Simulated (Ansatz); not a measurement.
# H9O4F: the cost of one run

All numbers below are computed with Ansatz 0.2.0 (DFT LDA, plane waves, PAW, scalar-relativistic, no spin polarisation).

## Step 1: The starting structure

The cell holds 14 atoms (FH9O4): a = 5.533 Å, b = 5.533 Å, c = 5.533 Å, α = 90.00°, β = 90.00°, γ = 90.00°.

Coordinates:

```xyz
14
Lattice="5.5331 0.0000 0.0000 0.0000 5.5331 0.0000 0.0000 0.0000 5.5331" Properties=species:S:1:pos:R:3 pbc="T T T"
O     2.0001    5.5286    3.6427
H     2.7954    5.8660    3.2046
H     1.8107    4.6999    3.1785
O     0.4470    3.9245    1.1815
H     0.3310    3.4288    0.3576
H    -0.1519    3.4870    1.8045
O     3.0588    2.5918    4.2342
H     3.1627    1.6465    4.4182
H     3.9110    2.9751    4.4888
O     4.4018    0.3325    0.8088
H     4.4899    1.2968    0.8332
H     4.5537    0.1068   -0.1207
F     5.5719    1.3377    3.1640
H     5.1316    1.9794    3.6802
```

## Step 2: Relaxing the start

The input, input.yaml:

```yaml
accuracy: low
crystal:
  lattice:
    - [5.533133, 0.0, 0.0]
    - [0.0, 5.533133, 0.0]
    - [0.0, 0.0, 5.533133]
  atoms:
    - { symbol: O, position: [0.3614827, 0.9991822, 0.6583352] }
    - { symbol: H, position: [0.5052103, 1.060151, 0.5791704] }
    - { symbol: H, position: [0.327238, 0.849407, 0.574451] }
    - { symbol: O, position: [0.0807895, 0.7092686, 0.2135366] }
    - { symbol: H, position: [0.0598143, 0.6196776, 0.0646227] }
    - { symbol: H, position: [-0.027445, 0.6302079, 0.3261269] }
    - { symbol: O, position: [0.552818, 0.4684105, 0.7652367] }
    - { symbol: H, position: [0.5715952, 0.2975796, 0.7984945] }
    - { symbol: H, position: [0.7068408, 0.5376942, 0.8112651] }
    - { symbol: O, position: [0.7955371, 0.0600969, 0.1461773] }
    - { symbol: H, position: [0.8114636, 0.2343632, 0.1505905] }
    - { symbol: H, position: [0.8229946, 0.0193043, -0.0218225] }
    - { symbol: F, position: [1.0070101, 0.2417551, 0.571824] }
    - { symbol: H, position: [0.9274341, 0.3577342, 0.6651179] }
basis:
  ecutwfc: 420.0
kpoints:
  mp_grid: { grid: [1, 1, 1] }
hamiltonian:
  xc: lda
scf:
  occupations: { method: fermi_dirac, width: 0.02 }
  lower_state_search: "off"
relax:
  f_tol: 0.3
  max_steps: 15
  adjacent_minimum: "off"
```

Started as:

```sh
> ansatz run input.yaml --threads 1 --pin off --max-ram 3072MiB --backend cpu --events-out ev --progress --plain --runs-dir out
```

**Question.** How long does this run take on 1 thread of Arm Neoverse V2, shared host, and how much memory does it need?

About 9.1 s, with a peak of 0.28 GiB.
